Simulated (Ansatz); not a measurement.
# SnTe: response to strain

Aim: deform SnTe (equal xx and yy strain of -3 %) and compute stress, forces and field gradients with LAPW, PAW and all-electron datasets made for the crystal.

Computed with Ansatz 0.2.0 (DFT LDA, scalar-relativistic, unless a step's input says otherwise).

**1. The starting structure**

The structure is cubic, space group Fm-3m (No. 225). The conventional cell has a = 6.313 Å, b = 6.313 Å, c = 6.313 Å, α = 90.00°, β = 90.00°, γ = 90.00°. Sn (site symmetry m-3m) has 6 Te at 3.16 Å as nearest neighbours. Te (site symmetry m-3m) has 6 Sn at 3.16 Å as nearest neighbours.

As a file:

```cif
data_structure
_symmetry_space_group_name_H-M 'Fm-3m'
_symmetry_Int_Tables_number 225
_cell_length_a 6.3130
_cell_length_b 6.3130
_cell_length_c 6.3130
_cell_angle_alpha 90.000
_cell_angle_beta 90.000
_cell_angle_gamma 90.000
_cell_volume 251.60
loop_
_atom_site_label
_atom_site_type_symbol
_atom_site_symmetry_multiplicity
_atom_site_Wyckoff_symbol
_atom_site_fract_x
_atom_site_fract_y
_atom_site_fract_z
_atom_site_occupancy
Sn1 Sn 4 a 0.00000 0.00000 0.00000 1
Te1 Te 4 b 0.50000 0.00000 0.00000 1
```

The file gives the conventional cell by its symmetry; the runs use the cell typed in the input.

Atoms are numbered in the order of the input: Sn1, Te2.

**2. After the deformation**

Space group Fm-3m before, I4/mmm after.

**3. All-electron LAPW**

input.yaml

```yaml
crystal:
  lattice:
    - [0.0, 3.061805, 3.1565]
    - [3.061805, 0.0, 3.1565]
    - [3.061805, 3.061805, 0.0]
  atoms:
    - { symbol: Sn, position: [0.0, 0.0, 0.0] }
    - { symbol: Te, position: [0.5, 0.5, 0.5] }
kpoints:
  mp_grid: { grid: [11, 11, 11] }
  band_path:
    path:
      - [0.0, 0.0, 0.0]
      - [0.0, 0.5, 0.5]
      - [0.25, 0.75, 0.5]
      - [0.0, 0.5, 0.0]
      - [0.0, 0.0, 0.0]
      - [0.5, 0.5, 0.0]
      - [0.3676125, 0.6323875, 0.0]
      - [-0.3676125, 0.3676125, 0.0]
      - [0.0, 0.0, 0.0]
    npoints: 5
scf:
  occupations: { method: fermi_dirac, width: 0.08 }
hamiltonian:
  xc: lda
  pseudopotentials: { kind: all_electron, lapw: { basis_error: 0.00025 } }
output:
  forces: true
  stress: true
  eigenvalues: true
```

The run is started by

```bash
ansatz run input.yaml --threads 1 --pin off --max-ram 3072MiB --backend cpu --events-out ev --progress --plain --runs-dir out
```

**4. Frozen-core PAW**

input.yaml

```yaml
crystal:
  lattice:
    - [0.0, 3.061805, 3.1565]
    - [3.061805, 0.0, 3.1565]
    - [3.061805, 3.061805, 0.0]
  atoms:
    - { symbol: Sn, position: [0.0, 0.0, 0.0] }
    - { symbol: Te, position: [0.5, 0.5, 0.5] }
kpoints:
  mp_grid: { grid: [11, 11, 11] }
scf:
  occupations: { method: fermi_dirac, width: 0.08 }
hamiltonian:
  xc: lda
  pseudopotentials: { kind: paw }
output:
  forces: true
  stress: true
  eigenvalues: true
  efg: { contact_densities: true }
```

**5. All-electron PAW on datasets made for the crystal**

input.yaml, as its differences from that of step 4:

```diff
@@ -14,3 +14,3 @@
   xc: lda
-  pseudopotentials: { kind: paw }
+  pseudopotentials: { kind: all_electron, datasets: crystal }
 output:
```

(Steps that only read results are left out.)

**Question.** What will these runs give? Wanted: pressure; largest shear or deviatoric stress.

**Answer**, as computed:

| quantity | value |
| --- | --- |
| pressure | LAPW 1.41, PAW 1.39, crystal datasets 1.41 GPa |
| largest shear or deviatoric stress (LAPW) | 2.98 GPa |

**Reading.** The largest part of the stress beyond the pressure is 2.98 GPa in size, in the zz component; the atoms are carried along and not relaxed. No run of the undeformed cell stands beside it, so the pressure holds what the given cell had before the change. PAW: stress within 0.02 GPa of LAPW. Crystal datasets: stress within 0.01 GPa of LAPW. Spin-orbit coupling is left out, though the cell holds Te; in elements this heavy it can shift bands and gaps by tenths of an eV.
